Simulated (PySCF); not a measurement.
# GaS: basis, grid and Hamiltonian

Which parts of the numerical set-up matter for GaS? Each run edits the base script.

Method: each script names its method and basis; program: PySCF 2.14.0.

4 further runs of the same task are left out: 4 that didn't finish.

**1. Starting geometry**

GaS: 2 atoms, charge 0, spin multiplicity 2.

Bond lengths: Ga1–S2 2.300 Å.

**2. The base run**

Contents of input.py:

```python
from pyscf import gto, scf

mol = gto.M(
    atom='Ga 0 0 0; S 0 0 2.3',
    basis='6-31g*',
    charge=0,
    spin=1,
    verbose=3,
)
mf = scf.UHF(mol)
mf = mf.density_fit(auxbasis='def2-universal-jkfit')
mf.kernel()
mf.stability(internal=True, external=True)
mf.dip_moment()
print('orbital energies (hartree):', [e[max(0, n-3):n+3].round(4) for e, n in zip(mf.mo_energy, mol.nelec)])
```

On the command line:

```console
$ python input.py
```

Its log is not repeated here.

In short: E(SCF) = -2320.480860 Eh, ⟨S²⟩ = 0.802, μ = 4.59 D, internal unstable; real -> complex stable; UHF/UKS -> GHF/GKS unstable.

The bond length is a typed value, not an optimised one. A lower solution of the same kind exists, so this energy is an upper bound.

**3. Ano-rcc-vdzp (X2C on)**

Edit 1 changes basis set: 6-31g* → ano-rcc-vdzp; spin-free X2C: off → on.

Contents of input.py:

```python
from pyscf import gto, scf

mol = gto.M(
    atom='Ga 0 0 0; S 0 0 2.3',
    basis='ano-rcc-vdzp',
    charge=0,
    spin=1,
    verbose=3,
)
mf = scf.UHF(mol)
mf = mf.sfx2c1e()
mf = mf.density_fit(auxbasis='def2-universal-jkfit')
mf.kernel()
mf.stability(internal=True, external=True)
mf.dip_moment()
print('orbital energies (hartree):', [e[max(0, n-3):n+3].round(4) for e, n in zip(mf.mo_energy, mol.nelec)])
```

On the command line:

```console
$ python input.py
```

**4. Density fitting none**

Edit 2 changes density fitting: def2-universal-jkfit → none.

input.py: that of step 2 with these lines changed.

```diff
@@ -10,3 +10,2 @@
 mf = scf.UHF(mol)
-mf = mf.density_fit(auxbasis='def2-universal-jkfit')
 mf.kernel()
```

**5. Sbkjc (core potential on)**

Edit 3 changes basis set: 6-31g* → sbkjc; core potential: off → on. The core potential changes with it: totals don't compare.

input.py: that of step 2 with these lines changed.

```diff
@@ -4,3 +4,4 @@
     atom='Ga 0 0 0; S 0 0 2.3',
-    basis='6-31g*',
+    basis='sbkjc',
+    ecp={'Ga': 'sbkjc', 'S': 'sbkjc'},
     charge=0,
```

What does the calculation give? Wanted: for each run, E(SCF); from base; gap, α spin; SCF dipole; after the SCF.

**Answer**, as computed:

```csv
run,E(SCF) (hartree),from base (eV),"gap, α spin (eV)",SCF dipole (D),functions,after the SCF
base,-2320.480860,0,10.11,4.59,50,"unstable: internal, UHF/UKS -> GHF/GKS"
ano-rcc-vdzp (X2C on),-2340.834333,not comparable,10.28,4.79,45,"unstable: internal, UHF/UKS -> GHF/GKS"
density fitting none,-2320.481036,-0.0048,10.11,4.59,50,"unstable: internal, UHF/UKS -> GHF/GKS"
sbkjc (core potential on),-267.091874,not comparable,n/a,5.02,39,"unstable: internal, UHF/UKS -> GHF/GKS"
```

Total energies from different bases, Hamiltonians or methods carry different errors, so properties are taken as differences within one set-up.
